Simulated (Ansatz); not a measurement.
# RuH₂ (triplet): from Hartree-Fock to the top rungs, def2-TZVPP

One table from this session's results is given with a row withheld; the runs are named, their logs left out.

Method: def2-TZVPP, core rule «outside noble gas», up to 4 orbitals frozen; program: Ansatz 0.2.0, Gaussian basis.

Plan: UHF; ROHF; CCSD(T) on UHF.

2 further runs of the same task are left out: 2 set aside as unsound or not needed.

### The system

The geometry is a PBE0/def2-TZVP stationary point (not a proven minimum). No spin-orbit coupling is included. Elements past krypton take def2 core potentials.

3 atoms, charge 0, spin multiplicity 3.

Atoms are counted from 1 here; the program's logs count them from 0.

Bond lengths: Ru1–H2 1.559 Å, Ru1–H3 1.559 Å. Angles: H2–Ru1–H3 75.0°.

Geometry (Å):

```csv
atom,x (Å),y (Å),z (Å)
Ru1,0.0000,0.0000,-0.0242
H2,0.0000,0.9497,1.2127
H3,0.0000,-0.9497,1.2127
```

Set-up of the first run:

Contents of in.yaml:

```yaml
crystal:
  periodic: [false, false, false]
  atoms:
    - {symbol: Ru, position_ang: [0.000000, 0.000000, -0.024187]}
    - {symbol: H, position_ang: [0.000000, 0.949682, 1.212659]}
    - {symbol: H, position_ang: [0.000000, -0.949682, 1.212659]}
basis:
  gaussian: {orbitals: def2-TZVPP}
magnetization: {spin_polarized: true, initial_magnetization: 2}
hamiltonian: {xc: hf}
output: {orbitals: {seedname: orbitals}}
```

Launch:

```console
$ ansatz run in.yaml --threads 1 --pin off --events-out ev --progress --plain --max-ram 4096MiB --backend cpu
```

Steps of the session up to this table: UHF; ROHF; CCSD(T) on UHF.

One of the session's tables, all rows but one given; the rest of the session is left out.

```
  method  from UCCSD(T) (kJ/mol)
    ROHF                  +814.8
     UHF                       ?
    UMP2                   +57.7
   UCCSD                   +35.4
UCCSD(T)                       0
```

Q: Estimate the row for UHF from the others.

**Answer.** from UCCSD(T) (kJ/mol): +789.1. In the column «from UCCSD(T) (kJ/mol)» it lies between UMP2 (+57.7) and ROHF (+814.8).

With the free atoms at the same levels and basis (separate runs), the atomisation energy is 5.402 eV at UCCSD(T), 2.334 eV at ROHF.
